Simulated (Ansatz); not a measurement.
# Al2GeH5N: the cost of one run

Program: the Python package of Ansatz 0.2.0. Level of theory: Hartree-Fock/def2-SVP. These are calculated values, not measurements.

## 1. The system

Bond lengths: N1–Ge2 1.817 Å, Ge2–Al3 2.407 Å, Ge2–Al4 2.363 Å, Al3–Al4 2.526 Å, N1–H5 1.093 Å, N1–H6 1.047 Å, Ge2–H7 1.578 Å, Al3–H8 1.605 Å, Al4–H9 1.678 Å. Angles (14 of 15 angles, heavy atoms first): N1–Ge2–Al3 111.4°, N1–Ge2–Al4 115.0°, Al3–Ge2–Al4 63.9°, Ge2–Al3–Al4 57.2°, Ge2–Al4–Al3 58.9°, N1–Ge2–H7 116.0°, Al3–Ge2–H7 121.2°, Al4–Ge2–H7 119.1°, Ge2–N1–H5 107.6°, Ge2–N1–H6 109.6°, Ge2–Al3–H8 149.0°, Al4–Al3–H8 153.5°, Ge2–Al4–H9 150.7°, Al3–Al4–H9 150.1°.

No structure file is read: the coordinates are typed or built in the script.

## 2. The script

File torsion_al2geh5n.py:

```python
# -*- coding: utf-8 -*-
"""Rigid torsion scan of Al2GeH5N."""

from dataclasses import dataclass

import ansatz as az
from ase import Atoms


@dataclass
class Options:
    basis_set: str = "def2-SVP"
    xc: str = "HF"
    fmax: float = 0.02


settings = Options()


def main():
    atoms = Atoms(["N", "Ge", "Al", "Al", "H", "H", "H", "H", "H"], positions=[
        (-0.2313, 0.9519, -1.6422),
        (0.6783, 0.5339, -0.1253),
        (0.6621, -1.8383, 0.2841),
        (-0.6637, -0.1991, 1.6757),
        (-0.6813, 1.9369, -1.4972),
        (-1.085, 0.3502, -1.7177),
        (1.9582, 1.4065, 0.1774),
        (1.2407, -3.2974, -0.0533),
        (-1.7893, 0.1091, 2.8814),
    ])

    # relax first, so that the scan starts from a minimum
    first = (
        az.Crystal.molecule_from_ase(atoms).calculation()
        .basis(gaussian=settings.basis_set)
        .functional(settings.xc)
        .relax(force_tolerance=settings.fmax, max_steps=80)
    )
    atoms.positions = first.run(threads=1, pin="off").report["positions_ang"]

    start = atoms.get_dihedral(2, 1, 0, 4)
    energies = {}
    for turn in range(0, 360, 30):
        turned = atoms.copy()
        turned.set_dihedral(2, 1, 0, 4, start + turn, indices=[0, 4, 5])
        calc = (
            az.Crystal.molecule_from_ase(turned).calculation()
            .basis(gaussian=settings.basis_set)
            .functional(settings.xc)
        )
        energies[round((start + turn) % 360)] = calc.run(threads=1, pin="off").report["free_energy_ev"]
    floor = min(energies.values())
    print("dihedral Al2-Ge1-N0-H4 (deg)   E - E(min) (kcal/mol)")
    for angle, e in sorted(energies.items()):
        print(f"{angle:8d} {23.060548 * (e - floor):14.3f}  " + "#" * int(30 * (e - floor) / max(max(energies.values()) - floor, 1e-9)))


if __name__ == "__main__":
    main()
```

## 3. The input behind the calls

The engine receives this input (first run):

```yaml
crystal:
  periodic: [false, false, false]
  atoms:
    - { symbol: "N", position_ang: [-0.2313, 0.9519, -1.6422] }
    - { symbol: Ge, position_ang: [0.6783, 0.5339, -0.1253] }
    - { symbol: Al, position_ang: [0.6621, -1.8383, 0.2841] }
    - { symbol: Al, position_ang: [-0.6637, -0.1991, 1.6757] }
    - { symbol: H, position_ang: [-0.6813, 1.9369, -1.4972] }
    - { symbol: H, position_ang: [-1.085, 0.3502, -1.7177] }
    - { symbol: H, position_ang: [1.9582, 1.4065, 0.1774] }
    - { symbol: H, position_ang: [1.2407, -3.2974, -0.0533] }
    - { symbol: H, position_ang: [-1.7893, 0.1091, 2.8814] }
basis:
  gaussian:
    orbitals: def2-SVP
hamiltonian:
  xc: hf
relax:
  f_tol: 0.02
  max_steps: 80
```

## 4. Launch

Started as:

```
python torsion_al2geh5n.py
```

**Question.** How long does this script take on 1 thread of Arm Neoverse V1, shared host, and how much memory does it need?

About 1.8 min, with a peak of 0.31 GiB.
